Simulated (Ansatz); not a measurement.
# CdH6: the cost of one run

Program: Ansatz 0.2.0. Level of theory: DFT PBE, scalar-relativistic, plane waves, PAW. These are calculated values, not measurements.

1 further run of the same task is left out (it didn't finish).

## Step 1: The starting structure

It takes space group R-3 (No. 148, trigonal). The conventional cell has a = 3.841 Å, b = 3.841 Å, c = 13.931 Å, α = 90.00°, β = 90.00°, γ = 120.00°. Cd (site symmetry -3) has 6 H at 1.79 Å as nearest neighbours. H (site symmetry 1) is surrounded by 2 H at 1.62 Å and 1 Cd at 1.79 Å.

As a file:

```
Cd H
1.0
     1.92026    1.10866    4.64362
    -1.92026    1.10866    4.64362
     0.00000   -2.21733    4.64362
Cd H
1 6
Cartesian
  0.0000 0.0000 0.0000
  1.4967 -0.2768 7.7615
  -0.5086 1.4346 7.7615
  -0.9881 -1.1578 7.7615
  -1.4967 0.2768 6.1694
  0.5086 -1.4346 6.1694
  0.9881 1.1578 6.1694
```

The cell is invented: random cell by space group and Wyckoff sites (R-3, No. 148). Lengths come from tabulated atomic sizes and are only a guess.

## Step 2: The guess as it stands, on a coarse mesh

Input file input.yaml:

```yaml
crystal:
  lattice:
    - [1.92026405, 1.10866497, 4.64361804]
    - [-1.92026405, 1.10866497, 4.64361804]
    - [0.0, -2.21732993, 4.64361804]
  atoms:
    - { symbol: Cd, position: [0.0, 0.0, 0.0] }
    - { symbol: H, position: [0.90524824, 0.12580627, 0.64036921] }
    - { symbol: H, position: [0.64036921, 0.90524824, 0.12580627] }
    - { symbol: H, position: [0.12580627, 0.64036921, 0.90524824] }
    - { symbol: H, position: [0.09475176, 0.87419373, 0.35963079] }
    - { symbol: H, position: [0.35963079, 0.09475176, 0.87419373] }
    - { symbol: H, position: [0.87419373, 0.35963079, 0.09475176] }
basis:
  ecutwfc: 420
kpoints:
  mp_grid: { grid: [6, 6, 6] }
hamiltonian:
  xc: pbe
scf:
  occupations: { method: gaussian, width: 0.1 }
  lower_state_search: "off"
output:
  forces: true
  stress: true
  eigenvalues: true
```

Started as:

```sh
$ ansatz run input.yaml --threads 1 --pin off --max-ram 2560MiB --backend cpu --events-out ev --progress --plain --runs-dir out
```

**Question.** How long does this run take on 1 thread of Arm Neoverse V2, shared host, and how much memory does it need?

About 2 s, with a peak of 0.34 GiB.
